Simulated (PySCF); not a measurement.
# C2H6OSeSi: electronic excitations and core binding energies

Wanted: the electronic excitations and core binding energies of C2H6OSeSi (`CC(=O)[SiH2][SeH]`), by calculation.

The runs use PySCF 2.14.0, with density-fitted response routines of our own; the level of theory stands in each step. All values are computed, except where a source is named. Atoms count from 0, in the outputs and in this text.

## Step 1: The molecule as given

11 atoms, charge 0, multiplicity 1; geometry from: GFN2-xTB.

Bonds of the start (Å): C0–C1 1.50, C1–O2 1.21, C1–Si3 1.94, Si3–Se4 2.25, C0–H5 1.09, C0–H6 1.09, C0–H7 1.09, Si3–H8 1.46, Si3–H9 1.46, Se4–H10 1.44.

## Step 2: Ultraviolet spectrum: CAM-B3LYP/def2-SVPD

What the job is given:

```
{"job": {"kind": "uv", "xc": "CAM-B3LYP", "basis": "def2-SVPD", "nstates": 8, "ntriplets": 3}, "charge": 0, "multiplicity": 1}
C     -1.604224     0.161837    -0.584525
C     -0.138320    -0.129974    -0.529728
O      0.449366    -0.722405    -1.404513
Si     0.824096     0.493970     1.029744
Se     2.906730    -0.212422     0.563742
H     -1.748650     1.239273    -0.538114
H     -2.086428    -0.273308     0.288208
H     -2.052880    -0.233814    -1.493304
H      0.722491     1.949433     1.106413
H      0.260428    -0.135289     2.221736
H      2.472816    -0.779838    -0.685621
```

Level: TDDFT CAM-B3LYP/def2-SVPD, vertical, gas phase, core orbitals frozen in the response.

The run is started by

```sh
> OMP_NUM_THREADS=1 python probes_run.py task.json out
```

The driver reads the jobs from task.json and runs them one after another.

Output:

```text
coarse grid: 44120 points
cycle   1  E = -2845.5369101476  dE = -3.270e-01  |g| = 7.738e-01  |ddm| = 4.256e+00
cycle   2  E = -2845.2801109338  dE =  2.568e-01  |g| = 1.417e+00  |ddm| = 2.109e+00
cycle   3  E = -2845.6682258727  dE = -3.881e-01  |g| = 7.705e-02  |ddm| = 1.365e+00
cycle   4  E = -2845.6696017979  dE = -1.376e-03  |g| = 3.735e-02  |ddm| = 1.850e-01
cycle   5  E = -2845.6699712695  dE = -3.695e-04  |g| = 9.596e-03  |ddm| = 7.120e-02
cycle   6  E = -2845.6699928810  dE = -2.161e-05  |g| = 2.361e-03  |ddm| = 1.760e-02
cycle   7  E = -2845.6699950011  dE = -2.120e-06  |g| = 7.124e-04  |ddm| = 7.133e-03
final grid: 90856 points
cycle   8  E = -2845.6700076528  dE = -9.574e-08  |g| = 6.714e-04  |ddm| = 3.842e-03
cycle   9  E = -2845.6700075588  dE =  9.400e-08  |g| = 1.030e-03  |ddm| = 1.549e-03
cycle  10  E = -2845.6700077493  dE = -1.905e-07  |g| = 1.122e-04  |ddm| = 9.084e-04
cycle  11  E = -2845.6700077518  dE = -2.509e-09  |g| = 3.247e-05  |ddm| = 1.401e-04
cycle  12  E = -2845.6700077523  dE = -4.438e-10  |g| = 8.016e-06  |ddm| = 1.022e-04
converged SCF energy = -2845.6700077523

Static polarisability (au): isotropic 81.979, principal 65.702 80.299 99.936

Singlet excitations
state   eV       nm        f      main configurations
  1   3.7223    333.1   0.00046   H-1->L 0.97
  2   5.0962    243.3   0.00559   H->L 0.99
  3   5.4869    226.0   0.02173   H->L+1 0.88
  4   5.6943    217.7   0.00239   H->L+3 0.60, H->L+2 0.19, H->L+7 0.11
  5   6.3988    193.8   0.03303   H->L+2 0.55, H->L+3 0.28
  6   6.4460    192.3   0.00862   H-1->L+1 0.90
  7   6.6426    186.7   0.00033   H-2->L 0.93
  8   6.7120    184.7   0.00160   H-1->L+2 0.51, H-1->L+3 0.39

Triplet excitations (Tamm-Dancoff, eV): 3.0891 4.9899 5.0989
```

Run time: 32 s. Hardware: 1 thread of Arm Neoverse V2, shared host; peak memory 0.74 GiB.

The orbitals next to the gap, with their largest atomic shares:

```tsv
orbital	eV	atoms
HOMO−3	-11.74	Se4 38 %, Si3 18 %, H10 18 %
HOMO−2	-10.15	Se4 64 %, Si3 15 %, O2 6 %
HOMO−1	-8.75	O2 48 %, C1 18 %, Si3 13 %
HOMO	-8.18	Se4 77 %, Si3 11 %, H10 7 %
LUMO	-0.28	C1 37 %, O2 32 %, Si3 11 %
LUMO+1	0.56	Se4 31 %, Si3 27 %, H9 9 %
LUMO+2	0.94	Se4 27 %, Si3 25 %, C0 11 %
```

With each of the 8 states as a Gaussian band of 0.4 eV half-width at 1/e, the curve within the window shown has maxima at 333 nm (ε 19), 227 nm (ε 1,100), 194 nm (ε 1,700) L/(mol cm). Beyond the last state computed it falls off for lack of states. The curve at chosen wavelengths:

```json
{"nm": "177", "ε (L/mol/cm)": "217"}
{"nm": "186", "ε (L/mol/cm)": "1169"}
{"nm": "195", "ε (L/mol/cm)": "1714"}
{"nm": "203", "ε (L/mol/cm)": "1095"}
{"nm": "212", "ε (L/mol/cm)": "717"}
{"nm": "221", "ε (L/mol/cm)": "963"}
{"nm": "230", "ε (L/mol/cm)": "1022"}
{"nm": "239", "ε (L/mol/cm)": "744"}
{"nm": "247", "ε (L/mol/cm)": "454"}
{"nm": "256", "ε (L/mol/cm)": "222"}
{"nm": "265", "ε (L/mol/cm)": "93"}
{"nm": "274", "ε (L/mol/cm)": "33"}
{"nm": "283", "ε (L/mol/cm)": "11"}
{"nm": "291", "ε (L/mol/cm)": "6"}
{"nm": "300", "ε (L/mol/cm)": "7"}
{"nm": "309", "ε (L/mol/cm)": "11"}
{"nm": "318", "ε (L/mol/cm)": "15"}
{"nm": "327", "ε (L/mol/cm)": "18"}
{"nm": "335", "ε (L/mol/cm)": "19"}
{"nm": "344", "ε (L/mol/cm)": "17"}
{"nm": "353", "ε (L/mol/cm)": "14"}
{"nm": "362", "ε (L/mol/cm)": "11"}
{"nm": "371", "ε (L/mol/cm)": "8"}
{"nm": "379", "ε (L/mol/cm)": "5"}
{"nm": "388", "ε (L/mol/cm)": "3"}
{"nm": "397", "ε (L/mol/cm)": "2"}
```

Leading natural transition orbitals of singlet state 5: the hole lies on Se4 78 %; H10 11 %; the particle on H8, H9 about 23 % each; Se4 15 %; Si3 11 %.

Leading natural transition orbitals of singlet state 1: the hole lies on O2 57 %; C1 12 %; Si3 10 %; the particle on C1 50 %; O2 31 %.

Ground-state properties from the same run:

```tsv
property	computed
dipole moment (D)	3.31
polarisability (Å³)	12.15
HOMO–LUMO gap (eV)	7.91
−ε(HOMO) (eV)	8.18
```

The fields below are evaluated on a grid from the run's orbitals.

Frontier orbitals at CAM-B3LYP/def2-SVPD, with the share of their density that lies nearest to each atom:

```tsv
orbital	energy (eV)	lies on
HOMO	-8.18	Se4 79 %; H10 11 %
LUMO	-0.28	C1 44 %; O2 28 %; Si3 6 %
```

ELF in a plane through or near 7 of the atoms.

Ten even steps from ' ' (0.00) to '@' (1.00):
```
                                                        
                                                        
                                                        
                                                        
                    ......                              
                  ..--==--..                            
              ..::::    ..::..      ....                
      ..::----==++::==##..::::    --==--..              
    --==##**++**%%**--##::****..::++****::              
  ..++##%%==::::##%%::..**@@%%++**::::==--..            
  ::**%%##--==**--**++==%%##::==@@::==++##==..          
  ::++##%%..##==--==..  ==--++::%%**%%@@@@@@++          
  ..--++##++--++@@%%....++%%%%++----@@@@@@@@%%          
    ..::====##@@@@@@..++%%--==##..  ##@@@@@@**          
        ....**@@@@%%..**@@**##%%++  ..++%%**..          
            ::####::  --##%%%%##++                      
                      ..--======::                      
                          ....                          
                                                        
                                                        
```
The map spans 11.1 Å across and 8.6 Å up, centred on the molecule. Atoms in the plane (x, y in Å): C0 (1.7, -0.1), C1 (0.3, -0.5), O2 (-0.1, -1.7), Si3 (-1.1, 0.9), Se4 (-3.0, -0.4), H7 (2.4, -1.0), H10 (-2.2, -1.6).

log10 of the density (e/Å³) in the same plane.

Values, 10 rows by 14 columns:
```
-4.0 -4.0 -4.0 -4.0 -4.0 -4.0 -4.0 -4.0 -4.0 -4.0 -4.0 -4.0 -4.0 -4.0
-4.0 -4.0 -4.0 -3.9 -3.0 -2.6 -2.6 -3.0 -3.8 -4.0 -4.0 -4.0 -4.0 -4.0
-4.0 -4.0 -3.7 -2.8 -2.0 -1.5 -1.5 -2.0 -2.8 -3.0 -3.3 -4.0 -4.0 -4.0
-3.9 -2.7 -2.1 -1.6 -1.0 -0.5 -0.5 -1.2 -1.8 -1.5 -1.9 -2.9 -4.0 -4.0
-3.0 -1.8 -0.9 -0.3 -0.3  0.7  0.3 -0.5 -0.6 -0.1 -0.9 -2.3 -3.6 -4.0
-2.7 -1.4 -0.3  2.1  0.0 -0.5 -0.1  0.5  0.2  1.1 -0.4 -1.8 -3.3 -4.0
-2.9 -1.7 -0.7  0.1  0.0 -0.8  0.0  0.5 -0.4 -0.1 -0.1 -1.7 -3.3 -4.0
-3.2 -2.5 -1.7 -1.0 -0.3 -1.0  0.3  0.8 -0.8 -1.5 -1.5 -2.5 -3.7 -4.0
-4.0 -3.8 -3.1 -2.5 -2.3 -2.2 -1.4 -1.2 -1.9 -2.9 -3.2 -3.8 -4.0 -4.0
-4.0 -4.0 -4.0 -3.8 -3.6 -3.6 -3.1 -3.0 -3.3 -3.8 -4.0 -4.0 -4.0 -4.0
```
The map spans 11.1 Å across and 8.6 Å up, centred on the molecule. Atoms in the plane (x, y in Å): C0 (1.7, -0.1), C1 (0.3, -0.5), O2 (-0.1, -1.7), Si3 (-1.1, 0.9), Se4 (-3.0, -0.4), H7 (2.4, -1.0), H10 (-2.2, -1.6).

On the surface of density 0.002 e/bohr³ the electrostatic potential runs, from the 1st to the 99th percentile, from -1.30 V near O2 to 1.53 V near Si3.

## Step 3: Core-electron binding energies: SCAN, X2C

Same as in step 2 but for these lines:

```diff
@@ -1,2 +1,2 @@
-{"job": {"kind": "uv", "xc": "CAM-B3LYP", "basis": "def2-SVPD", "nstates": 8, "ntriplets": 3}, "charge": 0, "multiplicity": 1}
+{"job": {"kind": "xps"}, "charge": 0, "multiplicity": 1}
 C     -1.604224     0.161837    -0.584525
```

Level: delta-SCF UKS SCAN, pcX-2 on the ionised atom, pcseg-1 elsewhere, spin-free X2C.

Output:

```text
ground state, core basis on atom 0 (C), 148 functions
  cycle   1  E = -2868.41571377  |g| = 7.02e-01
  cycle   2  E = -2867.71053132  |g| = 1.89e+00
  cycle   3  E = -2868.50968038  |g| = 2.51e-01
  cycle   4  E = -2868.52374575  |g| = 8.89e-02
  cycle   5  E = -2868.52560096  |g| = 1.72e-02
  cycle   6  E = -2868.52569102  |g| = 5.83e-03
  cycle   7  E = -2868.52570308  |g| = 1.57e-03
  cycle   8  E = -2868.52570438  |g| = 3.68e-04
  E(ground) = -2868.57362197 Eh
hole in C 1s of atom 0
  cycle   1  E = -2857.26022145  |g| = 1.51e+00
  cycle   2  E = -2854.73343993  |g| = 2.34e+00
  cycle   3  E = -2857.49607078  |g| = 7.23e-01
  cycle   4  E = -2857.68947364  |g| = 5.64e-01
  cycle   5  E = -2857.78473070  |g| = 2.76e-01
  cycle   6  E = -2857.81817589  |g| = 8.15e-02
  cycle   7  E = -2857.82163545  |g| = 1.69e-02
  cycle   8  E = -2857.82182715  |g| = 5.72e-03
  cycle   9  E = -2857.82185122  |g| = 1.43e-03
  cycle  10  E = -2857.82185011  |g| = 9.44e-04
  cycle  11  E = -2857.82185390  |g| = 3.69e-04
  E(ion) = -2857.86866861 Eh   <S^2> = 0.7668   hole on atom = 1.000   binding energy = 291.297 eV
ground state, core basis on atom 1 (C), 148 functions
  cycle   1  E = -2868.53147825  |g| = 5.94e-02
  cycle   2  E = -2868.53144212  |g| = 2.40e-02
  cycle   3  E = -2868.53148954  |g| = 2.01e-02
  cycle   4  E = -2868.53158581  |g| = 6.01e-03
  cycle   5  E = -2868.53159251  |g| = 1.03e-03
  cycle   6  E = -2868.53158959  |g| = 1.54e-04
  E(ground) = -2868.57928325 Eh
hole in C 1s of atom 1
  cycle   1  E = -2857.18563752  |g| = 1.51e+00
  cycle   2  E = -2854.62850474  |g| = 2.49e+00
  cycle   3  E = -2857.28877926  |g| = 8.78e-01
  cycle   4  E = -2856.70795067  |g| = 1.05e+00
  cycle   5  E = -2857.65836411  |g| = 3.86e-01
  cycle   6  E = -2857.73737601  |g| = 1.75e-01
  cycle   7  E = -2857.73244109  |g| = 2.12e-01
  cycle   8  E = -2857.73911795  |g| = 1.75e-01
  cycle   9  E = -2857.76224504  |g| = 2.91e-02
  cycle  10  E = -2857.76261749  |g| = 1.43e-02
  cycle  11  E = -2857.76281722  |g| = 7.10e-03
  cycle  12  E = -2857.76246370  |g| = 2.22e-02
  cycle  13  E = -2857.76250682  |g| = 2.03e-02
  cycle  14  E = -2857.76283264  |g| = 6.75e-03
  cycle  15  E = -2857.76286237  |g| = 3.04e-03
  cycle  16  E = -2857.76286895  |g| = 1.19e-03
  cycle  17  E = -2857.76286967  |g| = 7.12e-04
  cycle  18  E = -2857.76286949  |g| = 6.38e-05
  E(ion) = -2857.80929637 Eh   <S^2> = 1.0658   hole on atom = 1.000   binding energy = 293.066 eV
ground state, core basis on atom 2 (O), 148 functions
  cycle   1  E = -2868.55368959  |g| = 9.66e-02
  cycle   2  E = -2868.55234563  |g| = 9.01e-02
  cycle   3  E = -2868.55243134  |g| = 8.85e-02
  cycle   4  E = -2868.55390734  |g| = 1.02e-02
  cycle   5  E = -2868.55393567  |g| = 7.11e-04
  cycle   6  E = -2868.55393196  |g| = 2.99e-04
  E(ground) = -2868.59944332 Eh
hole in O 1s of atom 2
  cycle   1  E = -2847.93211949  |g| = 2.22e+00
  cycle   2  E = -2846.33785072  |g| = 2.46e+00
  cycle   3  E = -2848.14466611  |g| = 9.68e-01
  cycle   4  E = -2847.73406473  |g| = 9.76e-01
  cycle   5  E = -2848.67005489  |g| = 3.75e-01
  cycle   6  E = -2848.75916214  |g| = 1.60e-01
  cycle   7  E = -2848.77297492  |g| = 6.92e-02
  cycle   8  E = -2848.77088102  |g| = 7.83e-02
  cycle   9  E = -2848.77727921  |g| = 1.18e-02
  cycle  10  E = -2848.77705474  |g| = 1.91e-02
  cycle  11  E = -2848.77741120  |g| = 4.54e-03
  cycle  12  E = -2848.77743224  |g| = 9.02e-04
  cycle  13  E = -2848.77743385  |g| = 3.92e-04
  E(ion) = -2848.82420366 Eh   <S^2> = 0.8062   hole on atom = 1.000   binding energy = 538.112 eV
ground state, core basis on atom 3 (Si), 159 functions
  cycle   1  E = -2868.61970564  |g| = 2.93e-01
  cycle   2  E = -2868.61468860  |g| = 1.74e-01
  cycle   3  E = -2868.60318247  |g| = 2.91e-01
  cycle   4  E = -2868.62060120  |g| = 1.24e-02
  cycle   5  E = -2868.62062195  |g| = 2.84e-03
  cycle   6  E = -2868.62062162  |g| = 1.07e-03
  cycle   7  E = -2868.62062117  |g| = 4.15e-04
  E(ground) = -2868.62641758 Eh
hole in Si 1s of atom 3
  cycle   1  E = -2799.67280030  |g| = 4.35e+00
  cycle   2  E = -2798.88962809  |g| = 2.54e+00
  cycle   3  E = -2799.29566774  |g| = 1.52e+00
  cycle   4  E = -2800.49672901  |g| = 7.72e-01
  cycle   5  E = -2800.63488799  |g| = 4.55e-01
  cycle   6  E = -2800.73906804  |g| = 8.06e-02
  cycle   7  E = -2800.74338543  |g| = 2.08e-02
  cycle   8  E = -2800.74365425  |g| = 8.34e-03
  cycle   9  E = -2800.74369271  |g| = 2.43e-03
  cycle  10  E = -2800.74369933  |g| = 7.79e-04
  cycle  11  E = -2800.74369759  |g| = 3.48e-04
  E(ion) = -2800.75769651 Eh   <S^2> = 0.7529   hole on atom = 1.000   binding energy = 1846.802 eV
hole in Si 2p of atom 3
  cycle   1  E = -2864.32973158  |g| = 1.24e+00
  cycle   2  E = -2863.53420894  |g| = 1.60e+00
  cycle   3  E = -2864.35343514  |g| = 7.76e-01
  cycle   4  E = -2864.62757810  |g| = 3.04e-01
  cycle   5  E = -2864.65036845  |g| = 1.52e-01
  cycle   6  E = -2864.66473208  |g| = 1.91e-02
  cycle   7  E = -2864.66493997  |g| = 6.35e-03
  cycle   8  E = -2864.66496208  |g| = 3.07e-03
  cycle   9  E = -2864.66496782  |g| = 8.18e-04
  cycle  10  E = -2864.66496826  |g| = 4.24e-04
  E(ion) = -2864.68220788 Eh   <S^2> = 0.7538   hole on atom = 1.002   binding energy = 107.327 eV
  2p3/2 = 107.087 eV   2p1/2 = 107.711 eV
```

It took 47 s on 1 thread of Arm Neoverse V2, shared host; peak memory 0.68 GiB.

Binding energies by hole, beside the orbital energy of the ground state; the difference holds orbital relaxation and, for a density functional, its self-interaction error:

```tsv
hole	stands for	environment	ΔSCF (eV; 2p as the shell's mean)	−ε (eV)	⟨S²⟩
C1s on C0	C0	methyl carbon α to a carbonyl	291.30	274.2	0.767
C1s on C1	C1	carbonyl carbon	293.07 (doubtful)	276.4	1.066
O1s on O2	O2	carbonyl oxygen	538.11	517.1	0.806
Si1s on Si3	Si3	silicon bonded to C, Se, 2 H	1846.80	1794.0	0.753
Si2p on Si3	Si3	silicon bonded to C, Se, 2 H	107.30	96.8	0.754
```

Doubtful: the ion did not converge, its hole moved, or its ⟨S²⟩ is well above 0.75.

With the spin-orbit splitting: Si3 2p3/2 107.09, 2p1/2 107.71 eV. The table gives each 2p level as the mean over the whole 2p shell (two parts 2p3/2, one part 2p1/2), which differs a little from the single hole in the log.

## Step 4: What came out

```
                                                    quantity                        value
                        lowest singlet (CAM-B3LYP/def2-SVPD)  3.72 eV (333 nm), f = 0.000
                    brightest single state of those computed  state 5, 6.40 eV, f = 0.033
                                              lowest triplet                      3.09 eV
                       surface potential, 1st and 99th percentile           -1.30 V and 1.53 V
C1s binding energies, SCAN/pcX-2 (standing for 1 of 2 atoms)                 C0 291.30 eV
                            O1s binding energies, SCAN/pcX-2                 O2 538.11 eV
                           Si1s binding energies, SCAN/pcX-2               Si3 1846.80 eV
                           Si2p binding energies, SCAN/pcX-2                Si3 107.30 eV
```

What this shows: The first singlet state (HOMO−1→LUMO 0.97) lies at 3.72 eV and is dark; of the 8 states computed, the strongest absorption comes from state 5 at 6.40 eV. The lowest triplet lies 0.63 eV below the lowest singlet (triplets in Tamm-Dancoff, singlets in full TDDFT).
